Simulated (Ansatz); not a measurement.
# B6As: properties at the relaxed cell

One table from this session's results is given with a row withheld; the runs are named, their logs left out.

Method: DFT r2SCAN, scalar-relativistic, plane waves, PAW, in Ansatz 0.2.0.

## The starting structure

Symmetry: R-3m, No. 166, trigonal system. The conventional cell has a = 6.132 Å, b = 6.132 Å, c = 11.896 Å, α = 90.00°, β = 90.00°, γ = 120.00°. B (site symmetry m) has 6 B at 1.77 to 1.90 Å as nearest neighbours. B (site symmetry m) has 5 B at 1.73 to 1.81 Å as nearest neighbours. As (site symmetry 3m) is surrounded by 3 B at 2.00 Å.

Structure file:

```
B As
1.0
     3.06613    1.77023    3.96520
    -3.06613    1.77023    3.96520
     0.00000   -3.54046    3.96520
B As
12 2
Direct
  0.01510 0.01510 0.32494
  0.01510 0.32494 0.01510
  0.82174 0.27275 0.82174
  0.82174 0.82174 0.27275
  0.27275 0.82174 0.82174
  0.72725 0.17826 0.17826
  0.17826 0.72725 0.17826
  0.17826 0.17826 0.72725
  0.98490 0.67506 0.98490
  0.98490 0.98490 0.67506
  0.67506 0.98490 0.98490
  0.32494 0.01510 0.01510
  0.60035 0.60035 0.60035
  0.39965 0.39965 0.39965
```

It goes back to an entry of the Materials Project.

This cell was relaxed beforehand with the same method: volume 9.22 Å³/atom, gap on the mesh 2.88 eV.

The first run:

Input file input.yaml:

```yaml
crystal:
  lattice:
    - [3.0351549345, 1.7523475185, 3.925140691]
    - [-3.0351549345, 1.7523475185, 3.925140691]
    - [0.0, -3.5046950369, 3.925140691]
  atoms:
    - { symbol: B, position: [0.0151018143, 0.0151018143, 0.3249404241] }
    - { symbol: B, position: [0.0151018143, 0.3249404241, 0.0151018143] }
    - { symbol: B, position: [0.8217379162, 0.2727458778, 0.8217379162] }
    - { symbol: B, position: [0.8217379162, 0.8217379162, 0.2727458778] }
    - { symbol: B, position: [0.2727458778, 0.8217379162, 0.8217379162] }
    - { symbol: B, position: [0.7272541222, 0.1782620838, 0.1782620838] }
    - { symbol: B, position: [0.1782620838, 0.7272541222, 0.1782620838] }
    - { symbol: B, position: [0.1782620838, 0.1782620838, 0.7272541222] }
    - { symbol: B, position: [0.9848981857, 0.6750595759, 0.9848981857] }
    - { symbol: B, position: [0.9848981857, 0.9848981857, 0.6750595759] }
    - { symbol: B, position: [0.6750595759, 0.9848981857, 0.9848981857] }
    - { symbol: B, position: [0.3249404241, 0.0151018143, 0.0151018143] }
    - { symbol: As, position: [0.600354606, 0.600354606, 0.600354606] }
    - { symbol: As, position: [0.399645394, 0.399645394, 0.399645394] }
basis:
  ecutwfc: 500
kpoints:
  mp_grid: { grid: [6, 6, 6] }
hamiltonian:
  xc: r2scan
scf:
  occupations: { method: gaussian, width: 0.02 }
output:
  forces: true
  stress: true
  eigenvalues: true
relax:
  adjacent_minimum: "off"
  f_tol: 0.01
  max_steps: 30
  cell: { stress_tol: 0.1, fix: [volume] }
```

Run with:

```
$ ansatz run input.yaml --threads 4 --pin off --max-ram 10240MiB --backend cpu --events-out ev --progress --plain --runs-dir out
```

Among the steps run: The cell scaled to 0.97 of its volume; The cell scaled to 1.03 of its volume; Point at V/V0 = 0.94; Point at V/V0 = 1.06; The cell scaled to 0.91 of its volume; Volume × 1.10; Volume × 0.88.

One table of the session follows, with a row left open; its other results are not shown here.

It belongs to the step «Fit of the equation of state». 

```
volume (Å³/atom)  energy above the lowest point (meV/atom)  pressure (GPa)  gap on the mesh (eV)
           8.117                                      96.0           30.65                  2.92
           8.394                                      51.4           21.31                  2.94
           8.670                                      21.7           13.19                  2.95
           8.947                                         ?               ?                     ?
           9.224                                       0.0            0.00                  2.88
           9.500                                       4.7           -5.32                  2.76
           9.777                                      18.0           -9.93                  2.57
          10.146                                      47.0          -15.14                  2.32
```

**Question.** Estimate the row for volume (Å³/atom) = 8.947.

Worked estimate for «energy above the lowest point (meV/atom)». A straight line through the neighbours (8.670, 21.7) and (9.224, 0.0) gives 21.7 + (0.0 − 21.7) × (8.947 − 8.670) / (9.224 − 8.670) = 10.9; a parabola fitted to 4 rows on both sides gives 5.1.

The run gave: energy above the lowest point (meV/atom): 5.2; pressure (GPa): 6.14; gap on the mesh (eV): 2.92. In «energy above the lowest point (meV/atom)» the line misses by +5.7 and the parabola by -0.1.
